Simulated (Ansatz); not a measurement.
# Fe in Ansatz: single point with PBEsol

Aim: the single point of Fe with PBEsol.

Everything below comes from runs of Ansatz 0.2.0. Logs are shortened: lines on timing, memory, paths and dates and some standing lists are left out, and cuts for length are marked.

## (1) The structure

The cell holds a sheet with vacuum, 1 atom: a = 2.311 Å, b = 2.311 Å, c = 23.800 Å, α = 90.00°, β = 90.00°, γ = 90.00°.

The cell was built by a generator and needn't be a form met in nature.

## (2) Single point, PBEsol, collinear spin, ferromagnetic start

input.yaml reads:

```yaml
crystal:
  lattice:
    - [2.31119, 0.0, 0.0]
    - [0.0, 2.31119, 0.0]
    - [0.0, 0.0, 23.8]
  atoms:
    - { symbol: Fe, position: [0.0, 0.0, 0.29412], spin: 3.0 }
kpoints:
  mp_grid: { grid: [11, 11, 1] }
scf:
  occupations: { method: fermi_dirac, width: 0.05 }
hamiltonian:
  xc: pbesol
  pseudopotentials: { kind: all_electron, lapw: { basis_error: 0.002 } }
magnetization:
  spin_polarized: true
output:
  forces: true
  stress: true
  eigenvalues: true
```

Potentials or basis: all-electron LAPW, scalar-relativistic.

On the command line:

```console
> ansatz run input.yaml --threads 2 --pin off --max-ram 8192MiB --backend cpu --events-out ev --progress --plain --runs-dir out
```

What it wrote:

```text
Warning: RAYON_NUM_THREADS=2 ignored (pool sized by the plan → 2); use --threads N
LAPW: plane waves up to 9.388 Å⁻¹, error target 2.0e-3 eV per atom; small_component_spin mean_spin; Fe in spheres of 1.156 Å, 16 of its electrons in bands, Dirac shells [] (how accurate: hamiltonian.pseudopotentials.lapw.basis_error, Limitations)
Engine: ansatz 0.2.0, x86_64-unknown-linux-gnu
Pseudopotentials: kind: all_electron
Pseudopotential: Fe, LAPW, valence charge 16, lapw/all_electron/scalar/gaussian/Fe, Koelling and Harmon's equation, gaussian nucleus
Functional definition: PBEsol
  exchange = pbesol_x
  correlation = pbesol_c
Crystal: 1 atoms, lattice volume = 127.130 Å³
Basis set: ecut = 335.76151824452535 eV, 1811 PW (Γ), exchange–correlation at level 2
Bands: 14, of which v1, the nominal top of the filled ones, is band 8 counted from 1 (7 counted from 0)
Symmetry: 16 space group operations
Space group: P4/mmm (ITA 123), of the structure as read, at distance tolerance 5.0e-5 Å
Magnetic group: BNS 123.339 (UNI 999), of the structure as read, at distance tolerance 5.0e-5 Å
k-points: 21 of 121
Non-local potential: Fe, projectors of the file, none
Initial density: superposition of atomic densities (neutral atoms: chi_scale 0, normalization atom)
Starting moments: Σ|m| = 3 μB on 1 of 1 site
Initial wavefunctions: plane waves of lowest kinetic energy (no species holds an atomic orbital)
Functional: x = pbesol(κ = 0.804, μ = 0.12345679012345678), c = pbesol(β = 0.046)
iter 1 solved again at ethr=6.45e-3 eV; its pass at ethr=1.00e-1 eV (dr2=1.03e0 eV) is discarded
SCF iter   1: F=—  HF=-34600.634290 eV  |F-HF|=—  |Δ(HF+E_count)|=         —  Δρ=1.22e-2 (↑6.00e-3 ↓1.22e-2)  dr2=1.03e0  dr2_m=2.65e-2  M=2.930 μB ∫|m|=2.945 μB  β_m=0.30  ethr=6.45e-3  ⟨swp⟩=2.6  Hψ=4043  notcnv=0
Mixer restart at iter 1: flushing history
preconditioner: auto → LDOS  [metal: Δε(μ)=0.060 eV  Ē_g=9.020 eV  σ=0.050 eV  W_gap=0.28  n_scr=14 (ndim 8)  ℏωp=9.3 eV  f_vac=0.793  D(μ)=1.36/eV (n_scr^D=10)]
spin=Collinear: LDOS preconditioning applied to the charge; magnetization (m = ρ↑ − ρ↓) channel mixes plain (no charge-response kernel on spin).
SCF iter   2: F=—  HF=-34600.502746 eV  |F-HF|=—  |Δ(HF+E_count)|=   1.32e-1  Δρ=8.78e-3 (↑4.91e-3 ↓8.78e-3)  dr2=6.29e-1  dr2_m=1.37e-2  M=2.923 μB ∫|m|=2.942 μB  β_m=0.65  ethr=6.45e-3  ⟨swp⟩=2.0  Hψ=1720  notcnv=0
iter 3 solved again at ethr=8.98e-5 eV; its pass at ethr=3.93e-3 eV (dr2=1.44e-2 eV) is discarded
SCF iter   3: F=—  HF=-34600.358174 eV  |F-HF|=—  |Δ(HF+E_count)|=   1.45e-1  Δρ=2.90e-3 (↑1.95e-3 ↓2.90e-3)  dr2=1.41e-2  dr2_m=4.88e-3  M=2.762 μB ∫|m|=2.814 μB  β_m=0.82  ethr=8.98e-5  ⟨swp⟩=2.4  Hψ=3154  notcnv=0
SCF iter   4: F=—  HF=-34600.362813 eV  |F-HF|=—  |Δ(HF+E_count)|=         —  Δρ=1.17e-3 (↑6.07e-4 ↓1.17e-3)  dr2=5.71e-3  dr2_m=5.33e-4  M=2.752 μB ∫|m|=2.807 μB  β_m=0.91  ethr=8.81e-5  ⟨swp⟩=2.7  Hψ=1722  notcnv=0
the basis was enlarged: its passes take 379.1 KiB over the memory plan, 2 of 2 planned eigensolver slots
SCF iter   5: F=—  HF=-34600.363262 eV  |F-HF|=—  |Δ(HF+E_count)|=   4.49e-4  Δρ=3.06e-4 (↑3.06e-4 ↓2.23e-4)  dr2=6.34e-5  dr2_m=7.56e-5  M=2.745 μB ∫|m|=2.804 μB  β_m=0.84  ethr=3.57e-5  ⟨swp⟩=3.0  Hψ=1853  notcnv=0
SCF iter   6: F=—  HF=-34600.363241 eV  |F-HF|=—  |Δ(HF+E_count)|=   2.13e-5  Δρ=1.67e-4 (↑1.67e-4 ↓1.27e-4)  dr2=1.95e-5  dr2_m=2.24e-5  M=2.745 μB ∫|m|=2.805 μB  β_m=0.92  ethr=3.96e-7  ⟨swp⟩=3.0  Hψ=1623  notcnv=0
SCF iter   7: F=—  HF=-34600.363260 eV  |F-HF|=—  |Δ(HF+E_count)|=   1.89e-5  Δρ=3.25e-5 (↑3.25e-5 ↓2.25e-5)  dr2=2.48e-6  dr2_m=6.66e-7  M=2.746 μB ∫|m|=2.805 μB  β_m=0.91  ethr=1.22e-7  ⟨swp⟩=2.9  Hψ=1627  notcnv=0
SCF iter   8: F=—  HF=-34600.363260 eV  |F-HF|=—  |Δ(HF+E_count)|=   1.51e-7  Δρ=1.25e-5 (↑1.25e-5 ↓8.42e-6)  dr2=1.85e-7  dr2_m=1.13e-7  M=2.746 μB ∫|m|=2.805 μB  β_m=0.95  ethr=1.55e-8  ⟨swp⟩=2.6  Hψ=1533  notcnv=0
SCF iter   9: F=—  HF=-34600.363260 eV  |F-HF|=—  |Δ(HF+E_count)|=   3.35e-8  Δρ=9.67e-7 (↑7.10e-7 ↓9.67e-7)  dr2=1.79e-8  dr2_m=1.94e-10  M=2.746 μB ∫|m|=2.805 μB  β_m=0.98  ethr=1.16e-9  ⟨swp⟩=3.0  Hψ=1588  notcnv=0
SCF iter  10: F=-34600.363260 eV  HF=-34600.363260 eV  |F-HF|=4.85e-9  |Δ(HF+E_count)|=   4.07e-9  Δρ=3.83e-7 (↑3.77e-7 ↓3.83e-7)  dr2=9.35e-9  dr2_m=3.16e-12  M=2.746 μB ∫|m|=2.805 μB  ethr=1.12e-10  ⟨swp⟩=2.1  Hψ=1492  notcnv=0
SCF 1 converged in 10 iterations: F = -34600.363260 eV  dr2 = 9.35e-9
SCF converged after 10 iterations
Magnetization: 2.7462 μB (9.3731 up, 6.6269 down)
Absolute magnetization: 2.8051 μB (∫|ρ↑−ρ↓|)
Spin contamination: 0.0432 ħ² per cell (⟨S²⟩ above its minimum at these occupations)
Per-site moments (μB) at R_I (Å): [(2.679134061450716, 1.1555949827802858)]
Free energy (F): -34600.363260 eV
Harris-Foulkes:  -34600.363260 eV  (|F-HF|=4.85e-9)
Internal energy: -34600.353060 eV  (E = F + TS)
E sigma→0 (E₀):  -34600.358160 eV
Entropy (-TS):   -0.010200 eV (-10.200 meV/atom)
Fermi energy:    -2.626176 eV
--- Per-component energies (eV) ---
  E_band       = -545.535212
  E_kinetic    = 35071.890667
  E_xc         = -1488.962228
  E_electrostatic = -68183.281499  (all electrons and nuclei)
  E_smearing   = -0.010200  (= −TS)
  E_closure    = 0.000000  (closes the sum)
  E_atoms      = -34592.699444  (free atoms, spherical and without spin; not in F)
  Σ components = -34600.363260   (vs F -34600.363260, Δ=0.00e0)
  Basis errors (estimates in eV, not in F): energy 1.0e-3 per atom: plane waves 9.1e-4 (5.6e-4 summed), levels above the bands 2.9e-52, relativity 4.9e-8, radial functions 8.6e-5, core shells 4.0e-8; eigenvalues (radial functions only) 2.8e-6; not estimated: angular momenta, meshes, grids; target (lapw.basis_error) 2.0e-3; muffin-tin radii Fe 1.156 Å
--- Forces (eV/Å), atoms counted from 1 ---
  atom   1  Fe     0.00000000    -0.00000000     0.00000000
  max |Σ_I F_I| component: 2.19e-29 eV/Å
--- Stress (GPa, compression-positive) ---
       -0.827262      -0.000000       0.000000
       -0.000000      -0.827262      -0.000000
        0.000000      -0.000000       0.000344
  P = ⅓ Tr σ = -0.5514 GPa (-5.514 kbar)
--- Band table (eV; the first three rows and the last of 42) ---
  k-point 0 ↑: bands = ["-90.5128", "-56.9090", "-56.3086", "-56.3086", "-8.5443", "-6.5149", "-5.5236", "-3.4770", "-3.4770", "-2.8181", "-2.5741", "1.7815", "2.2387", "2.3684"]
  k-point 1 ↑: bands = ["-90.5071", "-56.9047", "-56.3503", "-56.3051", "-8.2824", "-6.3843", "-5.4409", "-3.9597", "-3.4614", "-2.9305", "-1.9966", "2.0035", "2.4790", "2.5985"]
  k-point 2 ↑: bands = ["-90.4917", "-56.8931", "-56.4616", "-56.2956", "-7.5991", "-5.9469", "-5.2040", "-4.6565", "-3.4194", "-3.2231", "-0.9633", "2.6691", "3.1935", "3.2892"]
  k-point 20 ↓: bands = ["-87.3590", "-53.9873", "-53.9863", "-53.5480", "-5.1766", "-2.8930", "-2.8373", "-0.7118", "0.5671", "5.1460", "6.3293", "10.3393", "11.4505", "11.9830"]
```

It took 33 s on 2 threads of AMD EPYC, shared host; peak memory 0.52 GiB.

Results:

| Item | Value |
| --- | --- |
| Free energy | -34600.3633 eV |
| Band gap on the k mesh | none (metal or under the smearing width) |
| Net moment | 2.75 μB per cell |
| Absolute moment | 2.81 μB per cell |
| Site moments | Fe +2.68 μB |
| Work function | 4.81 eV |

Levels at points of the mesh, in eV from the Fermi level:
Spin up:
```
           k point  band 6  band 7  band 8  band 9  band 10  band 11  band 12  band 13  band 14
(0.00, 0.00, 0.00)   -3.89   -2.90   -0.85   -0.85    -0.19     0.05     4.41     4.86     4.99
```
Spin down:
| k point | band 3 | band 4 | band 5 | band 6 | band 7 | band 8 | band 9 | band 10 | band 11 | band 12 |
| --- | --- | --- | --- | --- | --- | --- | --- | --- | --- | --- |
| (0.00, 0.00, 0.00) | -50.87 | -50.87 | -5.24 | -2.09 | -0.38 | 0.44 | 1.87 | 1.87 | 2.88 | 4.49 |

## (3) The reference run

An earlier run on the cell as given: functional PBE; potentials or basis all-electron LAPW, scalar-relativistic; cutoff 362 eV (chosen from the basis error); basis error allowed 0.001 eV/atom; k mesh 11 × 11 × 1; occupations fermi-dirac, width 0.05 eV; collinear spin, ferromagnetic start; starting moments [3.0] μB.

- Band gap on the k mesh: none (metal or under the smearing width)
- Net moment: 2.74 μB per cell
- Absolute moment: 2.81 μB per cell
- Site moments: Fe +2.68 μB
